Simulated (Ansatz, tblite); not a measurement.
# C12H18OS: one state, many levels

The task here is to estimate one member of a computed series from the others.

Computed with Ansatz 0.2.0, Gaussian basis. Level: as each input shows.

Plan: GFN1-xTB, GFN2-xTB, PBE-D4/def2-SVP, r2SCAN-D4/def2-SVP, MP2/def2-SVP, RPA/def2-SVP.

6 further runs of the same task are left out: 6 that didn't finish. Runs told in other sessions of the task aren't counted.

### The relaxed structure

The geometry is that of the singlet, from an earlier relaxation (PBE0-D4/def2-SVP).

SMILES `CC(=O)SC12CC3CC(CC(C3)C1)C2`, 32 atoms, charge 0, spin multiplicity 1.

Bond lengths: C1–C2 1.509 Å, C1–H15 1.100 Å, C1–H16 1.097 Å, C1–H17 1.100 Å, C2–O3 1.205 Å, C2–S4 1.781 Å, S4–C5 1.837 Å, C5–C6 1.533 Å, C5–C13 1.537 Å, C5–C14 1.533 Å, C6–C7 1.534 Å, C6–H18 1.103 Å, C6–H19 1.099 Å, C7–C8 1.532 Å, C7–C12 1.531 Å, C7–H20 1.103 Å, C8–C9 1.532 Å, C8–H21 1.103 Å and more. Angles: C2–C1–H15 110.2°, C2–C1–H16 108.7°, C2–C1–H17 110.5°, H15–C1–H16 109.8°, H15–C1–H17 107.6°, H16–C1–H17 110.0°, C1–C2–O3 123.3°, C1–C2–S4 111.8°, O3–C2–S4 124.9°, C2–S4–C5 104.9°, S4–C5–C6 111.5°, S4–C5–C13 104.8°, S4–C5–C14 111.7°, C6–C5–C13 109.1°, C6–C5–C14 110.4°, C13–C5–C14 109.1°, C5–C6–C7 109.2°, C5–C6–H18 109.3° and more.

PBE0-D4/def2-SVP was run before; its log isn't repeated, and its numbers join the tables.

Set-up of the first run:

Tight binding, by tblite at 300 K electronic temperature and without a spin-polarisation term:

```python
tblite.interface.Calculator('GFN1-xTB', numbers, positions, charge=0, uhf=0).singlepoint()
```

Tight binding, by tblite at 300 K electronic temperature and without a spin-polarisation term:

```python
tblite.interface.Calculator('GFN2-xTB', numbers, positions, charge=0, uhf=0).singlepoint()
```

start.molden holds the orbitals of an earlier run on this state, given as this run's starting guess.

in.yaml

```yaml
crystal:
  periodic: [false, false, false]
  atoms:
    - {symbol: C, position_ang: [4.643864, -0.529059, -0.063762]}
    - {symbol: C, position_ang: [3.206384, -0.154786, -0.328478]}
    - {symbol: O, position_ang: [2.861088, 0.530813, -1.257009]}
    - {symbol: S, position_ang: [2.106863, -0.850915, 0.887208]}
    - {symbol: C, position_ang: [0.429708, -0.301385, 0.376048]}
    - {symbol: C, position_ang: [0.060234, -0.839196, -1.010965]}
    - {symbol: C, position_ang: [-1.383160, -0.438406, -1.339077]}
    - {symbol: C, position_ang: [-1.504138, 1.088406, -1.321120]}
    - {symbol: C, position_ang: [-1.144081, 1.615687, 0.071069]}
    - {symbol: C, position_ang: [-2.092567, 1.011219, 1.109859]}
    - {symbol: C, position_ang: [-1.963006, -0.514501, 1.090861]}
    - {symbol: C, position_ang: [-2.331120, -1.041186, -0.299076]}
    - {symbol: C, position_ang: [-0.519116, -0.909074, 1.420972]}
    - {symbol: C, position_ang: [0.300457, 1.225600, 0.407502]}
    - {symbol: H, position_ang: [4.764067, -1.622253, -0.099378]}
    - {symbol: H, position_ang: [5.276616, -0.060070, -0.827897]}
    - {symbol: H, position_ang: [4.951379, -0.193116, 0.937734]}
    - {symbol: H, position_ang: [0.166133, -1.936775, -1.017281]}
    - {symbol: H, position_ang: [0.751618, -0.430632, -1.761472]}
    - {symbol: H, position_ang: [-1.639330, -0.819444, -2.341604]}
    - {symbol: H, position_ang: [-0.834228, 1.529874, -2.077706]}
    - {symbol: H, position_ang: [-2.532081, 1.389734, -1.585609]}
    - {symbol: H, position_ang: [-1.228487, 2.715013, 0.084988]}
    - {symbol: H, position_ang: [-3.133791, 1.303924, 0.892116]}
    - {symbol: H, position_ang: [-1.853687, 1.400714, 2.114154]}
    - {symbol: H, position_ang: [-2.633586, -0.955661, 1.846922]}
    - {symbol: H, position_ang: [-2.264924, -2.142384, -0.318301]}
    - {symbol: H, position_ang: [-3.375926, -0.778876, -0.537332]}
    - {symbol: H, position_ang: [-0.244641, -0.550570, 2.427684]}
    - {symbol: H, position_ang: [-0.413672, -2.007283, 1.426949]}
    - {symbol: H, position_ang: [0.574803, 1.596214, 1.409176]}
    - {symbol: H, position_ang: [0.998325, 1.668383, -0.317154]}
basis:
  gaussian: {orbitals: def2-SVP, initial_orbitals: start.molden}
hamiltonian: {xc: pbe, dispersion: d4}
scf: {omitted_lower_state_checks: [starts]}
output: {orbitals: {seedname: orbitals}}
```

Command:

```
$ ansatz run in.yaml --threads 4 --pin off --events-out ev --progress --plain --max-ram 6963MiB
```

Steps of the session up to this table: PBE-D4/def2-SVP; r2SCAN-D4/def2-SVP; MP2/def2-SVP; RPA/def2-SVP.

One of the session's tables, all rows but one given; the rest of the session is left out.

It belongs to the step «Binding energy». 

```
             level  binding an atom (eV)
       HF/def2-SVP                     ?
   PBE-D4/def2-SVP                 4.690
r2SCAN-D4/def2-SVP                 4.576
  PBE0-D4/def2-SVP                 4.622
      MP2/def2-SVP                 4.412
```

Estimate the missing values for HF/def2-SVP.

As computed: binding an atom (eV): 3.388. In the column «binding an atom (eV)» it is the lowest.

To keep in mind: Free atoms were run apart at each level; binding is atoms less cluster, divided by the number of atoms, without zero-point or spin-orbit terms.
